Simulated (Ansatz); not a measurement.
Runs of Ansatz 0.2.0 on GaGe3. The structure is cubic, space group Fm-3m (No. 225). Conventional cell: a = 6.774 Å, b = 6.774 Å, c = 6.774 Å, α = 90.00°, β = 90.00°, γ = 90.00°. Ge (site symmetry m-3m) has 8 Ge at 2.93 Å as nearest neighbours. Ge (site symmetry -43m) is surrounded by 4 Ge at 2.93 Å and 4 Ga at 2.93 Å. Ga (site symmetry m-3m) is surrounded by 8 Ge at 2.93 Å. The cell comes from a database or a generator and needn't be the stable form of this composition.

```tsv
task	level	k mesh	cutoff (eV)	points for each segment of the path	gap on the mesh (eV)	pressure (GPa)
band structure	PBEsol	7 × 7 × 7	420	14	none	(a)
band structure	LDA	7 × 7 × 7	420	14	none	-5.5
single point	PBE0	6 × 6 × 6	420	-	none	-
band structure	HSE06	6 × 6 × 6	420	4	none	-
```

Alike in all rows: potentials or basis Ansatz PAW; no spin polarisation; cell as given; smearing fermi-dirac 0.05 eV.

Q: Fill in the values left out.

A: (a) -3.9.

Caveats: the PAW data sets come from PBE, with cores solved anew for the run's functional, which leaves a small shift of forces and pressure.

A k mesh can miss the band edges, and the runs leave out spin-orbit coupling on Ga, Ge.

A gap of «none» marks a metal or a gap under the smearing width.

Not every run made on this cell is shown here.
